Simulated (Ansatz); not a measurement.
**SrVO3: further runs on the relaxed cell**

An exercise on one series of results from a longer session: the logs are not shown, and one member is left open.

Method: DFT PBE, scalar-relativistic, plane waves, PAW, in Ansatz 0.2.0.

1 further run of the same task is left out (set aside as unsound or not needed).

## The system as given

The structure is cubic, space group Pm-3m (No. 221). The conventional cell has a = 3.859 Å, b = 3.859 Å, c = 3.859 Å, α = 90.00°, β = 90.00°, γ = 90.00°. Sr (site symmetry m-3m) has 12 O at 2.73 Å as nearest neighbours. V (site symmetry m-3m) has 6 O at 1.93 Å as nearest neighbours. Around O (site symmetry 4/mmm) lie 2 V at 1.93 Å and 4 Sr at 2.73 Å.

Structure file:

```
CELL_PARAMETERS angstrom
3.85886 0.00000 0.00000
0.00000 3.85886 0.00000
0.00000 0.00000 3.85886
ATOMIC_POSITIONS crystal
Sr 0.50000 0.50000 0.50000
V 0.00000 0.00000 0.00000
O 0.50000 0.00000 0.00000
O 0.00000 0.50000 0.00000
O 0.00000 0.00000 0.50000
```

This cell was relaxed beforehand with the same method: volume 11.49 Å³/atom, gap on the mesh none (metal), site moments up to 0.3 μB.

The first run:

File input.yaml:

```yaml
crystal:
  lattice:
    - [3.8588620852, 0.0, 0.0]
    - [0.0, 3.8588620852, 0.0]
    - [0.0, 0.0, 3.8588620852]
  atoms:
    - { symbol: Sr, position: [0.5, 0.5, 0.5] }
    - { symbol: V, position: [0.0, 0.0, 0.0], spin: 0.29 }
    - { symbol: O, position: [0.5, 0.0, 0.0] }
    - { symbol: O, position: [0.0, 0.5, 0.0] }
    - { symbol: O, position: [0.0, 0.0, 0.5] }
basis:
  ecutwfc: 420
kpoints:
  mp_grid: { grid: [10, 10, 10] }
  band_path:
    path:
      - [[0.0, 0.0, 0.0], [0.0, 0.5, 0.0], [0.5, 0.5, 0.0], [0.0, 0.0, 0.0], [0.5, 0.5, 0.5], [0.0, 0.5, 0.0]]
      - [[0.5, 0.5, 0.5], [0.5, 0.5, 0.0]]
    npoints: 14
hamiltonian:
  xc: pbe
scf:
  occupations: { method: gaussian, width: 0.1 }
  n_extra_bands: 12
output:
  forces: true
  stress: true
  eigenvalues: true
  populations: true
  dos: { projected: true, de: 0.02, nscf_kmesh: { grid: [15, 15, 15] } }
  bader: true
  write_density: true
  write_potential: true
  elf: true
  volumetric_format: npy
magnetization:
  spin_polarized: true
checkpoint:
  read: start.run
  write: ck
  compress: false
  write_wavefunctions: false
  write_every: 100000
```

Started as:

```console
$ ansatz run input.yaml --threads 2 --pin off --max-ram 5120MiB --backend cpu --events-out ev --progress --plain --runs-dir out
```

Among the steps run: Electronic structure at the relaxed geometry; Back to the database's cell; Point at V/V0 = 0.97; Volume × 1.03; Volume × 0.94; The cell scaled to 1.06 of its volume; Volume × 0.91; Volume × 1.10; The cell scaled to 0.88 of its volume.

One table of the session follows, with a row left open; its other results are not shown here.

It belongs to the step «Energy against volume». 

```
volume (Å³/atom)  energy above the lowest point (meV/atom)  pressure (GPa)  largest moment (μB)
          10.113                                     117.4           30.60                 0.17
          10.458                                      62.2           20.97                 0.19
          10.803                                         ?               ?                    ?
          11.148                                       6.2            5.88                 0.23
          11.492                                       0.0            0.01                 0.26
          11.837                                       5.5           -4.97                 0.30
          12.182                                      20.7           -9.19                 0.33
          12.642                                      53.9          -13.85                 0.37
```

Q: Estimate the row for volume (Å³/atom) = 10.803 from the others.

Worked estimate for «energy above the lowest point (meV/atom)». A straight line through the neighbours (10.458, 62.2) and (11.148, 6.2) gives 62.2 + (6.2 − 62.2) × (10.803 − 10.458) / (11.148 − 10.458) = 34.2; a parabola fitted to 4 rows on both sides gives 26.0.

The run gave: energy above the lowest point (meV/atom): 26.1; pressure (GPa): 12.80; largest moment (μB): 0.21. In «energy above the lowest point (meV/atom)» the line misses by +8.1 and the parabola by -0.1.

Limits of these values: Warnings in the runs' records: stability check not made.
